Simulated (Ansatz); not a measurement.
# Al3BN2: the cost of one run

Method: DFT PBE, scalar-relativistic, plane waves, PAW, in Ansatz 0.2.0.

1 further run of the same task is left out (it didn't finish).

**1. Starting point**

The structure is tetragonal, space group I4/mmm (No. 139). Conventional cell: a = 4.438 Å, b = 4.438 Å, c = 8.278 Å, α = 90.00°, β = 90.00°, γ = 90.00°. Al (site symmetry mmm) has 2 Al at 2.22 Å and 2 B at 2.22 Å as nearest neighbours. Around Al (site symmetry 4/mmm) lie 4 Al at 2.22 Å. Around B (site symmetry 4/mmm) lie 2 N at 1.47 Å. N (site symmetry 4mm) is surrounded by 1 B at 1.47 Å.

Structure file:

```
CELL_PARAMETERS angstrom
-2.21914 2.21914 4.13911
2.21914 -2.21914 4.13911
2.21914 2.21914 -4.13911
ATOMIC_POSITIONS crystal
Al 0.50000 0.00000 0.50000
Al 0.00000 0.50000 0.50000
Al 0.00000 0.00000 0.00000
B 0.50000 0.50000 0.00000
N 0.32243 0.32243 0.00000
N 0.67757 0.67757 0.00000
```

A structure generator made this guess: random cell by space group and Wyckoff sites (I4/mmm, No. 139). Its size is a rough estimate.

**2. A first look at the guess**

input.yaml reads:

```yaml
crystal:
  lattice:
    - [-2.21913722, 2.21913722, 4.13910941]
    - [2.21913722, -2.21913722, 4.13910941]
    - [2.21913722, 2.21913722, -4.13910941]
  atoms:
    - { symbol: Al, position: [0.5, 0.0, 0.5] }
    - { symbol: Al, position: [0.0, 0.5, 0.5] }
    - { symbol: Al, position: [0.0, 0.0, 0.0] }
    - { symbol: B, position: [0.5, 0.5, 0.0] }
    - { symbol: "N", position: [0.3224259, 0.3224259, 0.0] }
    - { symbol: "N", position: [0.6775741, 0.6775741, 0.0] }
basis:
  ecutwfc: 420
kpoints:
  mp_grid: { grid: [6, 6, 6] }
hamiltonian:
  xc: pbe
scf:
  occupations: { method: gaussian, width: 0.1 }
  lower_state_search: "off"
output:
  forces: true
  stress: true
  eigenvalues: true
```

Launch:

```console
> ansatz run input.yaml --threads 1 --pin off --max-ram 2560MiB --backend cpu --events-out ev --progress --plain --runs-dir out
```

What time and memory should one allow on 1 thread of Intel Xeon at 2.70GHz, shared host?

About 2.8 s, with a peak of 0.37 GiB.
